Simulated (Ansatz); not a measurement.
# CuHO (singlet): relaxing a cheap start

Aim: relax a generated start of CuHO (singlet) and see which bonds hold.

The runs use Ansatz 0.2.0, Gaussian basis; RKS PBE0/def2-TZVP.

## (1) Starting geometry

3 atoms, charge 0, spin multiplicity 1.

Atoms are counted from 1 here; the program's logs count them from 0.

Bond lengths: Cu1–O2 1.543 Å, Cu1–H3 1.450 Å. Angles: O2–Cu1–H3 145.2°.

The start was built by rule and, where that kept it together, relaxed with GFN2-xTB. Sticks and bond lists go by distance. 

## (2) The run

in.yaml reads:

```yaml
crystal:
  periodic: [false, false, false]
  atoms:
    - {symbol: Cu, position_ang: [0.005316, -0.269274, -0.112448]}
    - {symbol: O, position_ang: [-0.021160, 1.175002, 0.431316]}
    - {symbol: H, position_ang: [0.000741, -1.674759, 0.242909]}
basis:
  gaussian: {orbitals: def2-TZVP}
hamiltonian: {xc: pbe0}
relax: {f_tol: 0.004, max_steps: 80}
```

The run is started by

```bash
> ansatz run in.yaml --threads 1 --pin off --events-out ev --progress --plain --max-ram 2176MiB
```

What does the calculation give? Wanted: energy gained; shift from the start; total energy; dipole moment.

**Answer**, as computed:

| quantity | value |
| --- | --- |
| steps | 13 |
| energy gained | 4.509 eV |
| shift from the start (rms) | 1.091 Å |
| total energy | -46695.6780 eV |
| dipole moment | 4.12 D |

**Reading.** By distance, O2–H3 formed and Cu1–H3 opened. O2–H3 went from 2.856 to 0.962 Å. No vibrations were run, so this is a stationary point, not a proven minimum, and this spin need not be the ground state's.
